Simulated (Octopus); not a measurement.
# Ir in Octopus: reference runs

Aim: a first look at Ir with PBE, on the cell as given and on a disturbed one.

All numbers are computed with Octopus 16.4; they aren't measurements. Logs are shortened: lines on timing, memory, paths and dates and some standing lists are left out, and cuts for length are marked.

## 1. Starting point

The cell holds a sheet with vacuum, 1 atom: a = 2.452 Å, b = 2.452 Å, c = 23.800 Å, α = 90.00°, β = 90.00°, γ = 90.00°.

The cell was built by a generator and needn't be a form met in nature.

## 2. Single point, PBE

Contents of inp:

```
CalculationMode = gs
UnitsOutput = eV_Angstrom
PeriodicDimensions = 3
ExperimentalFeatures = yes
PseudopotentialSet = pseudodojo_pbe
%LatticeParameters
 1*angstrom | 1*angstrom | 1*angstrom
%
%LatticeVectors
 2.45184 | 0 | 0
 0 | 2.45184 | 0
 0 | 0 | 23.8
%
%ReducedCoordinates
 "Ir" | 0 | 0 | 0.29412
%
%Spacing
 0.12904421*angstrom | 0.12904421*angstrom | 0.13222222*angstrom
%
DerivativesOrder = 8
%KPointsGrid
 11 | 11 | 1
%
KPointsUseSymmetries = yes
XCFunctional = gga_x_pbe + gga_c_pbe
SmearingFunction = fermi_dirac
Smearing = 0.05*eV
ExtraStates = 7
Eigensolver = chebyshev_filter
ConvRelDens = 3e-7
MaximumIter = 120
```

Potentials or basis: pseudodojo_pbe (PseudoDojo 0.5, PBE).

Started as:

```sh
$ OMP_NUM_THREADS=1 octopus > out.log
```

out.log:

```text
Running octopus

[... 17 lines left out ...]

****************************** Species *******************************
  Species 'Ir'
    type             : pseudopotential
    file             : 'Ir.upf'
    file format      : UPF2
    valence charge   : 17.0
    atomic number    :  77
    form on file     : kleinman-bylander
    lmax             : 3
    llocal           : -1
    projectors per l : 2
    total projectors : 8
    application form : kleinman-bylander
    orbitals         : 10
    bound orbitals   : 10

**********************************************************************

***************************** Symmetries *****************************
Space group No.  123
International: P4/mmm
Schoenflies: D4h^1
Info: The system has     8 symmorphic symmetries that can be used.
  Index                Rotation matrix                      Fractional translations
    1 :     1   0   0     0   1   0     0   0   1      0.000000    0.000000    0.000000
    2 :     0   1   0    -1   0   0     0   0   1      0.000000    0.000000    0.000000
    3 :    -1   0   0     0  -1   0     0   0   1      0.000000    0.000000    0.000000
    4 :     0  -1   0     1   0   0     0   0   1      0.000000    0.000000    0.000000
    5 :    -1   0   0     0   1   0     0   0   1      0.000000    0.000000    0.000000
    6 :     0   1   0     1   0   0     0   0   1      0.000000    0.000000    0.000000
    7 :     1   0   0     0  -1   0     0   0   1      0.000000    0.000000    0.000000
    8 :     0  -1   0    -1   0   0     0   0   1      0.000000    0.000000    0.000000
Info: The system also has     8 nonsymmorphic symmetries (not used for electrons).
    1 :    -1   0   0     0  -1   0     0   0  -1      0.000000    0.000000   -0.411760
    2 :     0  -1   0     1   0   0     0   0  -1      0.000000    0.000000   -0.411760
    3 :     1   0   0     0   1   0     0   0  -1      0.000000    0.000000   -0.411760
    4 :     0   1   0    -1   0   0     0   0  -1      0.000000    0.000000   -0.411760
    5 :     1   0   0     0  -1   0     0   0  -1      0.000000    0.000000   -0.411760
    6 :     0  -1   0    -1   0   0     0   0  -1      0.000000    0.000000   -0.411760
    7 :    -1   0   0     0   1   0     0   0  -1      0.000000    0.000000   -0.411760
    8 :     0   1   0     1   0   0     0   0  -1      0.000000    0.000000   -0.411760
**********************************************************************

Input: [CurvMethod = curv_affine]
Input: [DerivativesStencil = stencil_star]

****************************** Lattice *******************************
  Lattice Vectors [A]
    2.451840    0.000000    0.000000
    0.000000    2.451840    0.000000
    0.000000    0.000000   23.800000
  Cell volume =           143.0742 [A^3]
  Reciprocal-Lattice Vectors [A^-1]
    2.562641    0.000000    0.000000
    0.000000    2.562641    0.000000
    0.000000    0.000000    0.263999
  Cell angles [degree]
    alpha =   90.000
    beta  =   90.000
    gamma =   90.000
**********************************************************************

Checking if the generated full k-point grid is symmetric

    21 k-points generated from parameters :
 ---------------------------------------------------
    n =   11   11    1

    s1  =  0.50  0.50  0.50

   index |      weight  |             coordinates              |
       1 |     0.008264 |    0.000000    0.000000    0.000000  |
       2 |     0.033058 |    0.090909    0.000000    0.000000  |
       3 |     0.033058 |    0.090909    0.090909    0.000000  |
       4 |     0.033058 |    0.181818    0.000000    0.000000  |
       5 |     0.066116 |    0.181818    0.090909    0.000000  |
       6 |     0.033058 |    0.181818    0.181818    0.000000  |
[... 13 lines left out ...]
      20 |     0.066116 |    0.454545    0.363636    0.000000  |
      21 |     0.033058 |    0.454545    0.454545    0.000000  |

Input: [SmearingFunction = fermi_dirac]
[... 97 lines left out ...]
Info: Renormalized total charge =     17.000000
Info: Setting up Hamiltonian.
Info: Performing initial LCAO calculation with     10 orbitals.
Info: Getting Hamiltonian matrix elements.

Eigenvalues [eV]
 #st  Spin   Eigenvalue      Occupation
#k =       1, k = (  0.000000,  0.000000,  0.000000)
   1   --   -96.865954       2.000000
   2   --   -53.498168       2.000000
   3   --   -53.265832       2.000000
   4   --   -53.265832       2.000000
   5   --   -12.321581       2.000000
   6   --   -11.156743       2.000000
   7   --    -7.244845       2.000000
   8   --    -4.046206       2.000000
   9   --    -4.046206       2.000000
  10   --    -2.579220       2.000000
#k =       2, k = (  0.090909,  0.000000,  0.000000)
   1   --   -96.839423       2.000000
   2   --   -53.480623       2.000000
   3   --   -53.254315       2.000000
   4   --   -53.070926       2.000000
   5   --   -11.999670       2.000000
   6   --   -10.669159       2.000000
   7   --    -7.015840       2.000000
   8   --    -3.827963       2.000000
   9   --    -3.621258       2.000000
  10   --    -2.146024       2.000000
[... 19 further k-points ...]
Fermi energy =     3.491281 eV
Generating random wavefunctions for states       11 and above
Orthogonalizing wavefunctions.
Info: Ground-state restart information will be written to 'restart/gs'.
Info: SCF using complex wavefunctions.
Info: Starting SCF iteration.

** Warning:
**   Symmetrization discrepancy ratio (scalar) =  4.74201E-02

*********************** SCF CYCLE ITER #    1 ************************
 etot  = -3.16087772E+03 abs_ev   =  5.66E+01 rel_ev   =  9.69E-02
 ediff =        1.16E+02 abs_dens =  4.40E-01 rel_dens =  2.59E-02
Matrix vector products: 525
Converged eigenvectors: 0

#  State  KPoint  Eigenvalue [eV]  Occupation    Error
      1       1      -96.867541    2.000000   ( 2.6E-06)
      1       2      -96.860796    2.000000   ( 4.1E-06)
      1       3      -96.854061    2.000000   ( 4.6E-06)
      1       4      -96.842671    2.000000   ( 7.7E-06)
      1       5      -96.835962    2.000000   ( 5.9E-06)
      1       7      -96.818862    2.000000   ( 1.5E-05)
      1       6      -96.817935    2.000000   ( 1.1E-05)
      1       8      -96.812188    2.000000   ( 1.3E-05)
[... 23 lines left out ...]
     16      13       13.118383    0.000000   ( 2.8E-01)
     16      17       13.161083    0.000000   ( 3.1E-01)
     16      15       13.710188    0.000000   ( 2.9E-01)
     16      20       14.212063    0.000000   ( 4.3E-01)
     16      18       14.747904    0.000000   ( 2.9E-01)
     16      19       14.786213    0.000000   ( 3.8E-01)
     15      21       14.946581    0.000000   ( 3.0E-01)
     16      21       16.172849    0.000000   ( 2.9E-01)

Density of states:

--------------------------%-------------------------------------------
--------------------------%-----------------------------%-------------
--------------------------%%---------------------------%%-------------
--------------------------%%--------------------------%%%------%-%----
%-------------------------%%--------------------------%%%------%-%----
%-------------------------%%--------------------------%%%------%-%%---
%-------------------------%%-------------------------%%%%%---%%%%%%---
%-------------------------%%-------------------------%%%%%---%%%%%%%--
%-------------------------%%------------------------%%%%%%---%%%%%%%--
%-------------------------%%------------------------%%%%%%%%%%%%%%%%%-
                                                        ^

Fermi energy =    -4.689098 eV

**********************************************************************

** Warning:
**   Symmetrization discrepancy ratio (scalar) =  4.37630E-02

*********************** SCF CYCLE ITER #    2 ************************
 etot  = -3.12706036E+03 abs_ev   =  8.51E+00 rel_ev   =  1.48E-02
 ediff =        1.24E+00 abs_dens =  3.39E-01 rel_dens =  1.99E-02
Matrix vector products: 525
Converged eigenvectors: 0
[... 219 lines left out ...]
Fermi energy =    -4.101932 eV

**********************************************************************

Info: restarting mixing.

*********************** SCF CYCLE ITER #   21 ************************
 etot  = -3.13158493E+03 abs_ev   =  3.96E-03 rel_ev   =  6.90E-06
 ediff =        1.95E-04 abs_dens =  8.29E-05 rel_dens =  4.88E-06
Matrix vector products: 525
Converged eigenvectors: 0
[... 55 lines left out ...]
*********************** SCF CYCLE ITER #   26 ************************
 etot  = -3.13157714E+03 abs_ev   =  3.31E-04 rel_ev   =  5.78E-07
 ediff =        2.10E-05 abs_dens =  1.96E-06 rel_dens =  1.15E-07
Matrix vector products: 525
Converged eigenvectors: 0

#  State  KPoint  Eigenvalue [eV]  Occupation    Error
      1       1      -96.326415    2.000000   ( 9.0E-08)
      1       2      -96.319741    2.000000   ( 9.0E-08)
      1       3      -96.313076    2.000000   ( 9.0E-08)
      1       4      -96.301805    2.000000   ( 1.3E-07)
      1       5      -96.295167    2.000000   ( 9.0E-08)
      1       7      -96.278246    2.000000   ( 9.0E-08)
      1       6      -96.277327    2.000000   ( 8.9E-08)
      1       8      -96.271642    2.000000   ( 8.9E-08)
[... 23 lines left out ...]
     16      19        9.327917    0.000000   ( 1.8E-02)
     14      20        9.685797    0.000000   ( 2.9E-03)
     16      18        9.804734    0.000000   ( 1.1E-02)
     15      20       10.578388    0.000000   ( 9.6E-03)
     16      20       10.613015    0.000000   ( 1.3E-02)
     14      21       10.721561    0.000000   ( 4.3E-03)
     15      21       11.212654    0.000000   ( 7.6E-03)
     16      21       12.394491    0.000000   ( 1.6E-02)

Density of states:

----------------------------%-----------------------------------------
----------------------------%-----------------------------------------
----------------------------%----------------------------%------%-----
---------------------------%%----------------------------%%-----%%%---
%--------------------------%%----------------------------%%%---%%%%---
%--------------------------%%---------------------------%%%%---%%%%---
%--------------------------%%--------------------------%%%%%---%%%%---
%--------------------------%%--------------------------%%%%%---%%%%%--
%--------------------------%%--------------------------%%%%%%%%%%%%%--
%--------------------------%%-------------------------%%%%%%%%%%%%%%%-
                                                           ^

Fermi energy =    -4.101806 eV

**********************************************************************

Info: SCF converged in   26 iterations

** Warning:
**   Some of the states are not fully converged!

Info: Number of matrix-vector products:      13650
Info: Finished writing information to 'restart/gs'.

Octopus emitted 29 warnings.
```

Wall time 7.6 min (1 thread of Arm Neoverse V1, shared host); peak memory 1.1 GiB.

What came out:

```
Free energy            : -3131.5930 eV
Band gap on the k mesh : none (metal or under the smearing width)
```

Caveat: there is no dipole correction across the vacuum.

## 3. Single point, PBE (cell strained at random at fixed volume)

inp: that of step 2 with these lines changed.

```diff
@@ -9,11 +9,11 @@
 %LatticeVectors
- 2.45184 | 0 | 0
- 0 | 2.45184 | 0
- 0 | 0 | 23.8
+ 2.471075 | -0.014514 | 0.006362
+ -0.014514 | 2.47443 | 0.018788
+ 0.061756 | 0.18237 | 23.401507
 %
 %ReducedCoordinates
- "Ir" | 0 | 0 | 0.29412
+ "Ir" | -0.008934 | -0.010538 | 0.295493
 %
 %Spacing
- 0.12904421*angstrom | 0.12904421*angstrom | 0.13222222*angstrom
+ 0.13005925*angstrom | 0.13023915*angstrom | 0.13221638*angstrom
 %
```

Potentials or basis: pseudodojo_pbe (PseudoDojo 0.5, PBE).

Started as:

```sh
$ OMP_NUM_THREADS=1 octopus > out.log
```

out.log:

```text
Running octopus

[... 17 lines left out ...]

****************************** Species *******************************
  Species 'Ir'
    type             : pseudopotential
    file             : 'Ir.upf'
    file format      : UPF2
    valence charge   : 17.0
    atomic number    :  77
    form on file     : kleinman-bylander
    lmax             : 3
    llocal           : -1
    projectors per l : 2
    total projectors : 8
    application form : kleinman-bylander
    orbitals         : 10
    bound orbitals   : 10

**********************************************************************

***************************** Symmetries *****************************
Space group No.    2
International: P-1
Schoenflies: Ci^1
Info: The system has     1 symmorphic symmetries that can be used.
[... 527 lines left out ...]
 etot  = -3.13156787E+03 abs_ev   =  3.66E-04 rel_ev   =  6.39E-07
 ediff =        1.13E-05 abs_dens =  4.41E-06 rel_dens =  2.59E-07
Matrix vector products: 1525
Converged eigenvectors: 61
[... 7 lines left out ...]
*********************** SCF CYCLE ITER #   22 ************************
 etot  = -3.13156855E+03 abs_ev   =  5.31E-04 rel_ev   =  9.28E-07
 ediff =        2.50E-05 abs_dens =  3.75E-06 rel_dens =  2.20E-07
Matrix vector products: 1525
Converged eigenvectors: 0

#  State  KPoint  Eigenvalue [eV]  Occupation    Error
      1       1      -96.299389    2.000000   ( 1.4E-07)
      1       3      -96.293451    2.000000   ( 1.4E-07)
      1       2      -96.293346    2.000000   ( 1.4E-07)
      1       5      -96.287430    2.000000   ( 1.4E-07)
      1       4      -96.287403    2.000000   ( 1.4E-07)
      1       7      -96.277497    2.000000   ( 1.4E-07)
      1       6      -96.277110    2.000000   ( 1.4E-07)
      1      11      -96.271508    2.000000   ( 1.4E-07)
[... 23 lines left out ...]
     15      58       10.533739    0.000000   ( 4.5E-03)
     15      56       10.585995    0.000000   ( 9.3E-03)
     15      61       10.924555    0.000000   ( 8.7E-03)
     16      56       10.984751    0.000000   ( 1.4E-02)
     16      58       11.134626    0.000000   ( 1.5E-02)
     15      60       11.195773    0.000000   ( 1.1E-02)
     16      61       12.130296    0.000000   ( 1.2E-02)
     16      60       12.441589    0.000000   ( 9.8E-03)

Density of states:

----------------------------%-----------------------------------------
----------------------------%----------------------------%%-----%-----
---------------------------%%----------------------------%%-----%%----
---------------------------%%----------------------------%%-----%%%---
%--------------------------%%----------------------------%%----%%%%---
%--------------------------%%---------------------------%%%%---%%%%---
%--------------------------%%--------------------------%%%%%---%%%%---
%--------------------------%%--------------------------%%%%%--%%%%%---
%--------------------------%%--------------------------%%%%%%%%%%%%%--
%--------------------------%%-------------------------%%%%%%%%%%%%%%%-
                                                          ^

Fermi energy =    -4.129479 eV

**********************************************************************

Info: SCF converged in   22 iterations

** Warning:
**   Some of the states are not fully converged!

Info: Number of matrix-vector products:      33550
Info: Finished writing information to 'restart/gs'.

Octopus emitted 3 warnings.
```

It took 32 min on 1 thread of Arm Neoverse V1, shared host; peak memory 3.5 GiB.

Results:

```
Free energy            : -3131.5854 eV
Band gap on the k mesh : none (metal or under the smearing width)
```

Caveat: there is no dipole correction across the vacuum. The run has no spin-orbit coupling, so splittings on Ir are missing.
